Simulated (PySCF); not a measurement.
A run of PySCF 2.14.0 is set up as follows.

File run.py:

```python
import json
import numpy as np
from pyscf.pbc import gto, scf, dft, df
from pyscf.pbc.tools import pyscf_ase
from ase.io import read

atoms = read('H4C2BrN.xyz')
cell = pyscf_ase.cell_from_ase(atoms)
cell.basis = 'def2-svp'
cell.exp_to_discard = 0
cell.precision = 1e-08
cell.max_memory = 2520  # MB
cell.verbose = 4
cell.build()

res = {}
from pyscf.dispersion import dftd3
d = dftd3.DFTD3Dispersion(cell, xc='pbe0', version='d3zero', atm=False).get_dispersion(grad=True)
print('dispersion energy = %.10f' % d['energy'])
res['e_disp'] = float(d['energy'])

kpts = cell.make_kpts([1, 1, 1])
mf = dft.KRKS(cell, kpts, xc='pbe0', exxdiv='ewald')
mf = mf.density_fit()
mf.with_df._cderi = 'cderi.h5'  # three-centre integrals saved by an earlier run on this cell, basis and mesh
mf.conv_tol = 1e-07
mf.max_cycle = 60

mf.kernel()
res.update(converged=bool(mf.converged), e_tot=mf.e_tot, nelec=cell.nelectron, nao=cell.nao, mesh=list(map(int, cell.mesh)), a=cell.lattice_vectors().tolist(), coords=cell.atom_coords().tolist(),
           mo_energy=[np.real(x).tolist() for x in mf.mo_energy], mo_occ=[np.real(x).tolist() for x in mf.mo_occ])
res.update(kpts=cell.get_scaled_kpts(kpts).tolist())
res['parts'] = {k: float(np.real(v)) for k, v in mf.scf_summary.items() if np.isscalar(v)}
json.dump(res, open('results.json', 'w'))
if not mf.converged:
    raise SystemExit('SCF not converged')

print('levels (eV)')
for i, kp in enumerate(res['kpts'][:40]):
    print('k %7.4f %7.4f %7.4f  ' % tuple(kp), ' '.join('%.3f' % (x * 27.211386) for x in res['mo_energy'][i][:34]))

# Mulliken populations
dm, s = np.asarray(mf.make_rdm1()), np.asarray(mf.get_ovlp())
sites = cell.aoslice_by_atom()[:, 2:]
tot = np.einsum('kij,kji->i', dm, s).real / len(kpts)
res['mulliken'] = [cell.atom_charge(i) - tot[a0:a1].sum() for i, (a0, a1) in enumerate(sites)]
print('Mulliken charges', np.round(res['mulliken'], 5))
res['meta_lowdin'] = mf.mulliken_meta()[1].tolist()
res['done'] = True
json.dump(res, open('results.json', 'w'))
```

Contents of H4C2BrN.xyz:

```xyz
8
Lattice="12.0000000000 0.0000000000 0.0000000000 0.0000000000 14.0000000000 0.0000000000 0.0000000000 0.0000000000 12.0000000000" Properties=species:S:1:pos:R:3 pbc="T T T"
C      5.8467999600      8.6032500400      6.4376499600
N      6.0507000000      7.1768499600      6.3644499600
C      6.7544000400      6.7320499400      5.4433500000
Br     7.0856000400      4.8759499600      5.2555500000
H      4.7745000000      8.8067499800      6.3920499600
H      6.1995999600      8.9582500000      7.4085500400
H      6.3539000400      9.1660500400      5.6428500000
H      7.2515000400      7.3097500000      4.6594500000
```

Potentials or basis: def2-svp (all-electron).

The run is started by

```bash
$ OMP_NUM_THREADS=2 python -u run.py > log
```

Problem. Estimate the meta-löwdin charges.

Solution. C -0.19, +0.02; N -0.21; Br -0.04; H +0.12, +0.08, +0.10 e.

Problem. Estimate the dispersion energy per atom.

Solution. -0.006 eV.

Problem. What does it give for the gap between the frontier levels?

Solution. 7.44 eV.

Caveat: this is a molecule in a periodic box at the Γ point, so its band gap is the HOMO-LUMO gap; the energy listed adds the dispersion energy to the SCF energy of the log; relativity is left out, which matters for the heavier elements; the basis of atomic orbitals isn't converged, which shifts pressures, moduli and gaps.
